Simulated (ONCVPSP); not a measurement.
# Pseudopotential generation for Sm: ONCV, PBE

Task: generate the file, and judge it by its errors in other configurations, its logarithmic derivatives, its ghosts and its cutoff.

The numbers are computed with ONCVPSP 4.0.1 (PBE, scalar-relativistic, spin-unpolarised reference atom).

### Step 1. The design

Typed settings, in words:

```
element                 : samarium (Sm, Z = 62)
type                    : optimised norm-conserving Vanderbilt (ONCV)
frozen core             : [Kr] 4d10
valence charge          : 16
reference configuration : 4f5 5s2 5p6 5d1 6s2
partial waves           : 5s+6s: rc 1.90 bohr, ncon 4, nbas 8, qcut 6.2 1/bohr, 2 projectors; 5p: rc 1.60 bohr, ncon 4, nbas 8, qcut 5.6 1/bohr, 1 projector; 5d: rc 3.20 bohr, ncon 4, nbas 9, qcut 5.1 1/bohr, 2 projectors, debl 2.9 Ha; 4f: rc 1.30 bohr, ncon 4, nbas 8, qcut 12.9 1/bohr, 2 projectors, debl 3.6 Ha
local potential         : polynomial inside 0.90 bohr (lpopt 3, dvloc0 6 Ha)
core correction         : Teter function, fcfact 3, rcfact 1.75
```

An earlier all-electron run gives the scale for the radii.

All-electron outer shells of the reference configuration (PBE, scalar-relativistic, ld1.x):

| shell | level (eV) | outermost node (bohr) | outermost maximum (bohr) |
| --- | --- | --- | --- |
| 4d | -135.45 | 0.28 | 0.58 |
| 5s | -46.72 | 0.68 | 1.25 |
| 5p | -26.00 | 0.73 | 1.42 |
| 4f | -7.96 | – | 0.61 |
| 6s | -3.99 | 1.67 | 3.48 |
| 5d | -2.74 | 0.83 | 2.01 |
| 6p | -1.34 | 1.99 | 4.64 |

### Step 2. Generation

The input, Sm.dat:

```
# ATOM AND REFERENCE CONFIGURATION
# atsym  z   nc   nv     iexc    psfile
  Sm 62.00    9    5        4      upf
#
#   n    l    f
    1    0    2.00
    2    0    2.00
    2    1    6.00
    3    0    2.00
    3    1    6.00
    3    2   10.00
    4    0    2.00
    4    1    6.00
    4    2   10.00
    4    3    5.00
    5    0    2.00
    5    1    6.00
    5    2    1.00
    6    0    2.00
#
# PSEUDOPOTENTIAL AND OPTIMIZATION
# lmax
    3
#
#   l,   rc,      ep,       ncon, nbas, qcut
    0    1.90    0.00    4    8    6.20
    1    1.60    0.00    4    8    5.60
    2    3.20    0.00    4    9    5.10
    3    1.30    0.00    4    8   12.90
#
# LOCAL POTENTIAL
# lloc, lpopt,  rc(5),   dvloc0
    4    3    0.90    6.00
#
# VANDERBILT-KLEINMAN-BYLANDER PROJECTORs
# l, nproj, debl
    0    2    1.20
    1    1    1.90
    2    2    2.90
    3    2    3.60
#
# MODEL CORE CHARGE
# icmod, fcfact, rcfact
    3    3.00    1.75
#
# LOG DERIVATIVE ANALYSIS
# epsh1, epsh2, depsh
   -3.00    5.00    0.02
#
# OUTPUT GRID
# rlmax, drl
    6.00    0.01
#
# TEST CONFIGURATIONS
# ncnf
    4
# nvcnf
#   n    l    f
    5
    4    3    6.00
    5    0    2.00
    5    1    6.00
    5    2    0.00
    6    0    2.00
#
    5
    4    3    6.00
    5    0    2.00
    5    1    6.00
    5    2    0.00
    6    0    1.00
#
    5
    4    3    6.00
    5    0    2.00
    5    1    6.00
    5    2    0.00
    6    0    0.00
#
    6
    4    3    6.00
    5    0    2.00
    5    1    6.00
    5    2    0.00
    6    0    0.00
    6    1    1.00
#
```

Command:

```bash
$ oncvpsp.x < Sm.dat > Sm.out
```

Before running it: what results should come out? Wanted: cutoffs for 1 and 0.1 mHa per electron, occupied waves; bound ghosts; GHOST(+) flags; largest test error; largest phase difference near zero energy, channels read; rms error of d²Exc/dn², without and with the model core.

**Answer**, as computed:

| quantity | value |
| --- | --- |
| cutoffs for 1 and 0.1 mHa per electron, occupied waves | 72 Ha and 79 Ha |
| bound ghosts | s at -73.50 eV |
| GHOST(+) flags | p at 15 eV |
| largest test error (AE − PS) | +75 meV, for 4f6 5s2 5p6 5d0 6s0 6p1 |
| largest phase difference near zero energy, channels read | 0.154 rad |
| rms error of d²Exc/dn², without and with the model core | 7.47 and 3.70 mHa |

What this shows: It has a bound ghost (s), a state that the atom doesn't have, and that rules the file out. By total energies transferability is fair: the largest error is 75 meV on 6.1 eV, for 4f6 5s2 5p6 5d0 6s0 6p1. The potential is very hard: the looser tolerance needs 72 Ha. At the looser tolerance the 4f wave is the slowest; 5p needs 17 Ha. Of the channels read, p scatters worst near zero energy, by up to 0.15 rad. The pseudo curves have poles with no partner nearby in the atom's: s at -2.70 Ha, p at 0.30 Ha. At positive energy that is a spurious or a displaced resonance. The program also flags highly localised states, GHOST(+) (p). All of this concerns the isolated atom, not yet a solid.
